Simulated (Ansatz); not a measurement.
## HfN, space group P6_3/mmc: a phonon calculation by linear response

Run with Ansatz 0.2.0, Python API.

`hfn.extxyz`
```text
4
Lattice="3.13390802 0.0 0.0 -1.56695401 2.71404396 0.0 0.0 0.0 5.41676772" Properties=species:S:1:pos:R:3 pbc="T T T"
Hf    1.56695403    0.90468131    4.06257579
Hf   -0.00000002    1.80936265    1.35419193
N     0.00000000    0.00000000    0.00000000
N     0.00000000    0.00000000    2.70838386
```

The script, `dfpt.py`:
```python
# -*- coding: utf-8 -*-
from pathlib import Path
import warnings

import ansatz as az
import numpy as np

warnings.simplefilter('ignore', az.DeckWarning)

xtal = az.Crystal.from_extxyz('hfn.extxyz')

base = (
    xtal.calculation()
    .occupations(az.OccupationsMethod.METHFESSEL_PAXTON, width=0.1)
    .functional(az.Functional.PBESOL)
    .kpoints(12, 12, 6)
    .phonons('dfpt')
)
done = base.run(threads=1, runs_dir='runs')
ph = done.phonons

print('Gamma modes (1/cm):', ' '.join(f'{w:.1f}' for w in ph.gamma_omega_inv_cm))
print('in meV:', ' '.join(f'{w * 0.1239842:.2f}' for w in ph.gamma_omega_inv_cm))
```

```console
$ python dfpt.py
Gamma modes (1/cm): 0.0 0.0 0.0 136.4 136.4 176.5 451.8 469.4 469.4 506.1 506.1 657.5
in meV: 0.00 0.00 0.00 16.92 16.92 21.89 56.01 58.20 58.20 62.75 62.75 81.51
```

Reading the output:
- The run is spin-unpolarised.
- The cell isn't relaxed first, so the values belong to this volume.
- Spin-orbit coupling, which matters for elements this heavy, is left out.
- This cell is a computed structure, which may not be the phase found in nature.
- The structure is taken as given; imaginary modes can come from an unrelaxed or unstable start. Phonons of metals also depend on mesh and smearing.
- Timing: 2.9 min on 1 thread of Intel(R) Xeon(R) Processor @ 2.30GHz, with other jobs on the host, peak memory 1.8 GiB.
